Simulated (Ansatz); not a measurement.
# C₈H₁₆N₂OZr: small, medium and large basis sets

An exercise on one series of results from a longer session: the logs are not shown, and one member is left open.

Program: Ansatz 0.2.0, Gaussian basis. Level of theory: one geometry, several basis sets. These are calculated values, not measurements.

The runs, in order: PBE0-D4/def2-SVP; ωB97M-V/def2-SVP; PBE0-D4/def2-QZVPP; ωB97M-V/def2-QZVPP; the functionals' def2-TZVPP values are taken from earlier runs.

### The geometry

An earlier PBE0-D4 in a triple-zeta def2 set relaxation fixed the geometry. Zr takes the def2 core potential; no spin-orbit term is included.

SMILES `C[O][Zr]1234([NH2])([N](C)C)[C@H]5[C@@H]1[C@@H]2[C@@H]3[C@H]54`, 28 atoms, charge 0, spin multiplicity 1.

Atoms are counted from 1 here; the program's logs count them from 0.

Bond lengths: C1–O2 1.384 Å, C1–H13 1.097 Å, C1–H14 1.097 Å, C1–H15 1.098 Å, O2–Zr3 1.935 Å, Zr3–N4 2.062 Å, Zr3–N5 2.053 Å, Zr3–C8 2.518 Å, Zr3–C9 2.520 Å, Zr3–C10 2.549 Å, Zr3–C11 2.578 Å, Zr3–C12 2.569 Å, N4–H16 1.008 Å, N4–H17 1.012 Å, N5–C6 1.440 Å, N5–C7 1.439 Å, C6–H18 1.101 Å, C6–H19 1.103 Å and more. Angles: O2–C1–H13 110.6°, O2–C1–H14 111.0°, O2–C1–H15 111.4°, H13–C1–H14 107.9°, H13–C1–H15 107.9°, H14–C1–H15 108.0°, C1–O2–Zr3 160.8°, O2–Zr3–N4 110.9°, O2–Zr3–N5 101.8°, O2–Zr3–C8 95.3°, O2–Zr3–C9 127.0°, O2–Zr3–C10 141.4°, O2–Zr3–C11 113.1°, O2–Zr3–C12 88.4°, N4–Zr3–N5 102.6°, N4–Zr3–C8 135.8°, N4–Zr3–C9 116.4°, N4–Zr3–C10 86.0° and more.

The first run:

in.yaml reads:

```yaml
crystal:
  periodic: [false, false, false]
  atoms:
    - {symbol: C, position_ang: [-1.446718, -1.489242, -2.669236]}
    - {symbol: O, position_ang: [-1.159680, -0.839625, -1.481854]}
    - {symbol: Zr, position_ang: [-0.288023, -0.375565, 0.182300]}
    - {symbol: N, position_ang: [-1.342639, -1.109090, 1.794752]}
    - {symbol: N, position_ang: [-0.644229, 1.642755, 0.293178]}
    - {symbol: C, position_ang: [-0.415012, 2.380556, 1.508050]}
    - {symbol: C, position_ang: [-0.906185, 2.509136, -0.826112]}
    - {symbol: C, position_ang: [2.054978, -0.624514, -0.706033]}
    - {symbol: C, position_ang: [2.173373, 0.029713, 0.541712]}
    - {symbol: C, position_ang: [1.804097, -0.887067, 1.545415]}
    - {symbol: C, position_ang: [1.470366, -2.110698, 0.920073]}
    - {symbol: C, position_ang: [1.635042, -1.950955, -0.467390]}
    - {symbol: H, position_ang: [-1.831942, -0.780872, -3.412488]}
    - {symbol: H, position_ang: [-2.206242, -2.265538, -2.517836]}
    - {symbol: H, position_ang: [-0.552225, -1.966679, -3.091110]}
    - {symbol: H, position_ang: [-1.087740, -1.798234, 2.484506]}
    - {symbol: H, position_ang: [-2.312169, -0.855557, 1.937083]}
    - {symbol: H, position_ang: [-1.279403, 3.013281, 1.762011]}
    - {symbol: H, position_ang: [0.461001, 3.045905, 1.434351]}
    - {symbol: H, position_ang: [-0.252641, 1.702111, 2.350377]}
    - {symbol: H, position_ang: [-1.097894, 1.925816, -1.729657]}
    - {symbol: H, position_ang: [-1.788832, 3.141461, -0.644293]}
    - {symbol: H, position_ang: [-0.063259, 3.188503, -1.033101]}
    - {symbol: H, position_ang: [2.252152, -0.185033, -1.673704]}
    - {symbol: H, position_ang: [2.476298, 1.055039, 0.694670]}
    - {symbol: H, position_ang: [1.770430, -0.687990, 2.606484]}
    - {symbol: H, position_ang: [1.136834, -3.008253, 1.419692]}
    - {symbol: H, position_ang: [1.440273, -2.699355, -1.221871]}
basis:
  gaussian: {orbitals: def2-SVP}
hamiltonian: {xc: pbe0, dispersion: d4}
output: {orbitals: {seedname: orbitals}}
```

Command:

```console
> ansatz run in.yaml --threads 11 --pin off --events-out ev --progress --plain --max-ram 174080MiB --backend cpu
```

Steps of the session up to this table: PBE0-D4 in def2-SVP; ωB97M-V in def2-SVP; PBE0-D4 in def2-QZVPP; ωB97M-V in def2-QZVPP.

One of the session's tables, all rows but one given; the rest of the session is left out.

It belongs to the step «Functionals by basis». 

| functional | basis | HOMO (eV) | LUMO (eV) |
| --- | --- | --- | --- |
| PBE0-D4 | def2-SVP | -5.63 | 0.04 |
| PBE0-D4 | def2-TZVPP | -5.72 | -0.09 |
| PBE0-D4 | def2-QZVPP | ? | ? |
| ωB97M-V | def2-SVP | -7.84 | 1.64 |
| ωB97M-V | def2-TZVPP | -7.93 | 1.22 |
| ωB97M-V | def2-QZVPP | -7.95 | 0.72 |

Estimate the missing values for PBE0-D4, def2-QZVPP.

The run gave: HOMO (eV): -5.75; LUMO (eV): -0.12. In the column «HOMO (eV)» it lies between ωB97M-V, def2-SVP (-7.84) and PBE0-D4, def2-TZVPP (-5.72).
